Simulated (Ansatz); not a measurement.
# AlGa (singlet): the correlation ladder at distance Al1–Ga2 = 10.266 Å, cc-pVDZ

Aim: climb from Hartree-Fock through coupled cluster and multireference methods for AlGa (singlet) at one geometry and basis, and see what each rung misses.

The runs use Ansatz 0.2.0, Gaussian basis; cc-pVDZ, core rule «outside noble gas», up to 19 orbitals frozen.

To be run: UHF; CCSD(T) on RHF; CCSD(T) on UHF; BCCD(T) on RHF; CISD; CCSDT(Q) on RHF; CCSDT(Q) on UHF; CCSDTQ on RHF; CASSCF and MRCISD+Q, 2 electrons in 2 orbitals; CASSCF and NEVPT2, 2 electrons in 2 orbitals; CASSCF and MRCISD+Q, 6 electrons in 8 orbitals; CASSCF and NEVPT2, 6 electrons in 8 orbitals; Full CI; Full CI in the symmetry of the determinant.

34 further runs of the same task are left out: 5 for a known fault of the program, 1 for a mislabelled method, 21 that didn't finish, 7 set aside as unsound or not needed.

## (1) The system

The geometry derives from a PBE0/def2-TZVP stationary point (not a proven minimum). One bond is set to the value named and the two fragments are kept rigid. No spin-orbit coupling is included. The filled d shell of Ga may be among the frozen orbitals whatever the setting's name suggests; the logs give the count.

2 atoms, charge 0, spin multiplicity 1.

Atoms are counted from 1 here; the program's logs count them from 0.

No contacts short enough for the rule that draws bonds.

As a file:

```xyz
2
AlGa
Al    0.0000    0.0000    0.0000
Ga    0.0000    0.0000   10.2660
```

## (2) UHF

in.yaml reads:

```yaml
crystal:
  periodic: [false, false, false]
  atoms:
    - {symbol: Al, position_ang: [0.000000, 0.000000, 0.000000]}
    - {symbol: Ga, position_ang: [0.000000, 0.000000, 10.266000]}
basis:
  gaussian: {orbitals: cc-pVDZ}
magnetization: {spin_polarized: true, initial_magnetization: 0}
hamiltonian: {xc: hf}
output: {orbitals: {seedname: orbitals}}
```

The run is started by

```console
ansatz run in.yaml --threads 1 --pin off --events-out ev --progress --plain --max-ram 2393MiB
```

The runs that follow: CCSD(T) on RHF; CCSD(T) on UHF; BCCD(T) on RHF; CISD; CCSDT(Q) on RHF; CCSDT(Q) on UHF; CCSDTQ on RHF; CASSCF and MRCISD+Q, 2 electrons in 2 orbitals; CASSCF and NEVPT2, 2 electrons in 2 orbitals; CASSCF and MRCISD+Q, 6 electrons in 8 orbitals; CASSCF and NEVPT2, 6 electrons in 8 orbitals; Full CI; Full CI in the symmetry of the determinant.

**Question.** What will the summary of the whole plan be? Wanted: FCI below the RHF energy; RMP2 from FCI; UMP2 from FCI; RCCSD from FCI; RCCSD(T) from FCI; UCCSD(T) from FCI; RCCSDT(Q) from FCI; UCCSDT(Q) from FCI; NEVPT2 pair from FCI.

**Answer**, as computed:

| quantity | value |
| --- | --- |
| FCI below the RHF energy | -5.7533 eV |
| RMP2 from FCI | +629.9 meV |
| UMP2 from FCI | +890.3 meV |
| RCCSD from FCI | +505.7 meV |
| RCCSD(T) from FCI | -190.2 meV |
| UCCSD(T) from FCI | +12.1 meV |
| RCCSDT(Q) from FCI | +1.7 meV |
| UCCSDT(Q) from FCI | -4.2 meV |
| NEVPT2 pair from FCI | +865.9 meV |
| MRCISD+Q pair from FCI | -89.0 meV |
| levels within 1 kcal/mol (43 meV) | UCCSD(T), RCCSDT, UCCSDT, RCCSDT(Q), UCCSDT(Q), RCCSDTQ |
| T1 diagnostic | 0.037 |
| effectively unpaired electrons | 2.29 |

In words: RCCSD(T) misses by -190.2 meV, 3.3 % of the correlation energy. CCSD(T) misses by -190.2 meV on the restricted determinant and by +12.1 meV on the unrestricted one; the two need not hold the same state or core. RCCSD(T), BCCD(T), UCCSDT, UCCSDT(Q), MRCISD+Q pair fall below full CI: unrestricted runs freeze a spin-polarised core, another one than full CI's, and coupled cluster isn't variational. The occupations show strong static correlation (2.3 unpaired electrons where one determinant has 0). Of the multireference levels listed MRCISD+Q pair comes nearest in total energy (-89.0 meV), which doesn't show that its space is the better one. These misses are within one basis, not against nature.
